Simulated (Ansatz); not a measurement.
# CH₅BrOSi: basis-set convergence

The task here is to estimate one member of a computed series from the others.

Method: one geometry, several basis sets; program: Ansatz 0.2.0, Gaussian basis.

Levels to be run: PBE0-D4/def2-SVP; ωB97M-V/def2-SVP; PBE0-D4/def2-QZVPP; ωB97M-V/def2-QZVPP; the functionals' def2-TZVPP values are taken from earlier runs.

**Structure used throughout**

An earlier PBE0-D4 in a triple-zeta def2 set relaxation fixed the geometry.

9 atoms, charge 0, spin multiplicity 1.

Atoms are counted from 1 here; the program's logs count them from 0.

Bond lengths: O1–C2 1.373 Å, O1–H5 0.963 Å, C2–Si3 1.898 Å, C2–Br4 2.005 Å, C2–H6 1.093 Å, Si3–H7 1.480 Å, Si3–H8 1.482 Å, Si3–H9 1.487 Å. Angles: C2–O1–H5 109.9°, O1–C2–Si3 110.6°, O1–C2–Br4 111.8°, O1–C2–H6 113.3°, Si3–C2–Br4 105.9°, Si3–C2–H6 113.1°, Br4–C2–H6 101.6°, C2–Si3–H7 108.8°, C2–Si3–H8 107.9°, C2–Si3–H9 108.6°, H7–Si3–H8 111.3°, H7–Si3–H9 110.4°, H8–Si3–H9 109.8°.

As a file:

```xyz
9
charge 0, multiplicity 1
O     0.47727    1.50478   -0.50519
C    -0.41137    0.50002   -0.21090
Si    0.48083   -0.96304    0.60517
Br   -1.27614   -0.23752   -1.86205
H     0.00453    2.27136   -0.84739
H    -1.27944    0.84425    0.35670
H     1.50171   -1.48138   -0.33341
H    -0.53304   -1.99669    0.92132
H     1.12415   -0.48798    1.85884
```

The first run:

Input file in.yaml:

```yaml
crystal:
  periodic: [false, false, false]
  atoms:
    - {symbol: O, position_ang: [0.477270, 1.504784, -0.505193]}
    - {symbol: C, position_ang: [-0.411372, 0.500020, -0.210901]}
    - {symbol: Si, position_ang: [0.480831, -0.963044, 0.605171]}
    - {symbol: Br, position_ang: [-1.276139, -0.237515, -1.862046]}
    - {symbol: H, position_ang: [0.004525, 2.271364, -0.847393]}
    - {symbol: H, position_ang: [-1.279439, 0.844254, 0.356704]}
    - {symbol: H, position_ang: [1.501711, -1.481385, -0.333407]}
    - {symbol: H, position_ang: [-0.533036, -1.996693, 0.921325]}
    - {symbol: H, position_ang: [1.124150, -0.487983, 1.858838]}
basis:
  gaussian: {orbitals: def2-SVP}
hamiltonian: {xc: pbe0, dispersion: d4}
output: {orbitals: {seedname: orbitals}}
```

Steps of the session up to this table: PBE0-D4 in def2-SVP; ωB97M-V in def2-SVP; PBE0-D4 in def2-QZVPP; ωB97M-V in def2-QZVPP.

One table of the session follows, with a row left open; its other results are not shown here.

It belongs to the step «Density functionals: the series». 

| functional | basis | HOMO (eV) |
| --- | --- | --- |
| PBE0-D4 | def2-SVP | -7.67 |
| PBE0-D4 | def2-TZVPP | -7.81 |
| PBE0-D4 | def2-QZVPP | ? |
| ωB97M-V | def2-SVP | -9.88 |
| ωB97M-V | def2-TZVPP | -10.05 |
| ωB97M-V | def2-QZVPP | -10.08 |

**Question.** Estimate the row for PBE0-D4, def2-QZVPP.

As computed: HOMO (eV): -7.84. In the column «HOMO (eV)» it lies between ωB97M-V, def2-SVP (-9.88) and PBE0-D4, def2-TZVPP (-7.81).
